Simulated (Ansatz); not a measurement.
The system is Sn3Se.

```
Sn Se
1.0
     4.74188    0.00000    0.00000
     0.00000    4.74188    0.00000
     0.00000    0.00000    4.74188
Sn Se
3 1
Direct
  0.50000 0.50000 0.00000
  0.50000 0.00000 0.50000
  0.00000 0.50000 0.50000
  0.00000 0.00000 0.00000
```

The cell comes from a database or a generator and needn't be the stable form of this composition.

Base run:

- Program: Ansatz 0.2.0
- Functional: r2SCAN
- Potentials or basis: Ansatz PAW
- Cutoff: 500 eV
- Density cutoff: 2000 eV
- k mesh: 6 × 6 × 6
- Occupations: fermi-dirac, width 0.05 eV
- Spin: no spin polarisation

Its results: band gap on the k mesh none (metal or under the smearing width); pressure -0.6 GPa.

Task: After a change of settings the same cell gave: band gap on the k mesh none (metal or under the smearing width); pressure -3.9 GPa. Which change was it?
A. functional from r2SCAN to LDA; cutoff from 500 eV to 420 eV; density cutoff from 2000 eV to 1680 eV
B. functional from r2SCAN to PBE; cutoff from 500 eV to 420 eV; density cutoff from 2000 eV to 1680 eV
C. functional from r2SCAN to PBEsol; cutoff from 500 eV to 420 eV; density cutoff from 2000 eV to 1680 eV
D. functional from r2SCAN to PBEsol; cutoff from 500 eV to 420 eV; density cutoff from 2000 eV to 1680 eV; spin from no spin polarisation to spin-orbit coupling, no magnetisation; potential files from those of the base run to others of the same set

Result: A.

Caveats: the PAW data sets come from PBE, with cores solved anew for the run's functional, which leaves a small shift of forces and pressure.

Not every run made on this cell is shown here.
